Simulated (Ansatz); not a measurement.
# InH3+ (doublet): the correlation ladder at distance In1–H3 = 1.815 Å, def2-SVP

Aim: climb from Hartree-Fock through coupled cluster and multireference methods for InH3+ (doublet) at one geometry and basis, and see what each rung misses.

The runs use Ansatz 0.2.0, Gaussian basis; def2-SVP, core rule «outside noble gas», up to 9 orbitals frozen.

To be run: UHF; CCSD(T) on ROHF; CCSD(T) on UHF; BCCD(T) on ROHF; CISD; CCSDT(Q) on ROHF; CCSDT(Q) on UHF; CASSCF and MRCISD+Q, 3 electrons in 3 orbitals; CASSCF and NEVPT2, 3 electrons in 3 orbitals; Full CI.

39 further runs of the same task are left out: 21 for a known fault of the program, 15 that didn't finish, 3 set aside as unsound or not needed.

### Step 1. The geometry

The geometry derives from a PBE0/def2-TZVP stationary point (not a proven minimum). One bond is set to the value named and the two fragments are kept rigid. No spin-orbit coupling is included. Elements past krypton take def2 core potentials.

4 atoms, charge 1, spin multiplicity 2.

Atoms are counted from 1 here; the program's logs count them from 0.

Bond lengths: In1–H3 1.815 Å, In1–H4 1.668 Å. Angles: H3–In1–H4 174.7°.

### Step 2. UHF

in.yaml

```yaml
crystal:
  periodic: [false, false, false]
  atoms:
    - {symbol: In, position_ang: [0.000000, -0.018696, 0.001802]}
    - {symbol: H, position_ang: [0.000000, 2.333143, -0.067186]}
    - {symbol: H, position_ang: [0.000000, -0.155214, -1.808056]}
    - {symbol: H, position_ang: [0.000000, -0.048242, 1.669924]}
basis:
  gaussian: {orbitals: def2-SVP}
total_charge: 1
magnetization: {spin_polarized: true, initial_magnetization: 1}
hamiltonian: {xc: hf}
output: {orbitals: {seedname: orbitals}}
```

Started as:

```bash
> ansatz run in.yaml --threads 1 --pin off --events-out ev --progress --plain --max-ram 2393MiB
```

Further steps of the session: CCSD(T) on ROHF; CCSD(T) on UHF; BCCD(T) on ROHF; CISD; CCSDT(Q) on ROHF; CCSDT(Q) on UHF; CASSCF and MRCISD+Q, 3 electrons in 3 orbitals; CASSCF and NEVPT2, 3 electrons in 3 orbitals; Full CI.

Q: Predict the results of all the runs planned. Wanted: FCI below the RHF energy; RMP2 from FCI; UMP2 from FCI; RCCSD from FCI; RCCSD(T) from FCI; UCCSD(T) from FCI; RCCSDT(Q) from FCI; UCCSDT(Q) from FCI; NEVPT2 pair from FCI.

**Answer**, as computed:

```
                         quantity                                                                                                        value
         FCI below the RHF energy                                                                                                   -1.8164 eV
                    RMP2 from FCI                                                                                                   +502.8 meV
                    UMP2 from FCI                                                                                                   +499.2 meV
                   RCCSD from FCI                                                                                                    +32.0 meV
                RCCSD(T) from FCI                                                                                                    +10.0 meV
                UCCSD(T) from FCI                                                                                                     +9.2 meV
               RCCSDT(Q) from FCI                                                                                                     -0.3 meV
               UCCSDT(Q) from FCI                                                                                                     -1.0 meV
             NEVPT2 pair from FCI                                                                                                   +407.1 meV
           MRCISD+Q pair from FCI                                                                                                    -15.7 meV
levels within 1 kcal/mol (43 meV)  RCCSD, UCCSD, RCCSD(T), UCCSD(T), BCCD(T), RCCSDT, UCCSDT, RCCSDT(Q), UCCSDT(Q), MRCISD pair, MRCISD+Q pair
                    T1 diagnostic                                                                                                        0.018
   effectively unpaired electrons                                                                                                         1.04
```

What this shows: RCCSD(T) misses by +10.0 meV, 0.6 % of the correlation energy. MRCISD+Q pair falls below full CI: the +Q correction isn't variational, and the cores differ from full CI's. One determinant dominates. Of the multireference levels listed MRCISD+Q pair comes nearest in total energy (-15.7 meV), which doesn't show that its space is the better one. These misses are within one basis, not against nature; the frozen cores of restricted and unrestricted runs differ, which can shift their rows.
